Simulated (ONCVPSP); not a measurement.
# O: the cost of one run

The numbers are computed with ONCVPSP 4.0.1.1 (patched build) (LDA (Perdew-Wang 92), scalar-relativistic, spin-unpolarised reference atom).

## Step 1: Starting point

The settings as typed:

```
element                 : oxygen (O, Z = 8)
type                    : optimised norm-conserving Vanderbilt (ONCV)
frozen core             : [He]
valence charge          : 6
reference configuration : 2s2 2p3.5 (charge +0.5)
partial waves           : 2s: rc 1.00 bohr, ncon 4, nbas 7, qcut 6.2 1/bohr, 2 projectors, debl 2.7 Ha; 2p: rc 2.05 bohr, ncon 3, nbas 8, qcut 5.5 1/bohr, 2 projectors, debl 2.1 Ha; d scattering state at 0.39 Ha: rc 1.90 bohr, ncon 3, nbas 7, qcut 4.7 1/bohr, 2 projectors, debl 2 Ha
local potential         : polynomial inside 0.85 bohr (lpopt 5, dvloc0 4 Ha)
core correction         : Teter function, fcfact 6, rcfact 1.4
```

## Step 2: Generation

Contents of O.dat:

```
# ATOM AND REFERENCE CONFIGURATION
# atsym  z   nc   nv     iexc    psfile
  O 8.00    1    2  -001012      upf
#
#   n    l    f
    1    0    2.00
    2    0    2.00
    2    1    3.50
#
# PSEUDOPOTENTIAL AND OPTIMIZATION
# lmax
    2
#
#   l,   rc,      ep,       ncon, nbas, qcut
    0    1.00    0.00    4    7    6.20
    1    2.05    0.00    3    8    5.50
    2    1.90    0.39    3    7    4.70
#
# LOCAL POTENTIAL
# lloc, lpopt,  rc(5),   dvloc0
    4    5    0.85    4.00
#
# VANDERBILT-KLEINMAN-BYLANDER PROJECTORs
# l, nproj, debl
    0    2    2.70
    1    2    2.10
    2    2    2.00
#
# MODEL CORE CHARGE
# icmod, fcfact, rcfact
    3    6.00    1.40
#
# LOG DERIVATIVE ANALYSIS
# epsh1, epsh2, depsh
   -3.00    5.00    0.02
#
# OUTPUT GRID
# rlmax, drl
    6.00    0.01
#
# TEST CONFIGURATIONS
# ncnf
    4
# nvcnf
#   n    l    f
    2
    2    0    2.00
    2    1    4.00
#
    2
    2    0    2.00
    2    1    3.00
#
    2
    2    0    2.00
    2    1    2.00
#
    2
    2    0    2.00
    2    1    1.00
#
```

The run is started by

```sh
oncvpsp.x < O.dat > O.out
```

**Question.** How long does this run take on 1 thread of Intel Xeon 6975P-C, shared host?

About 2.1 s.
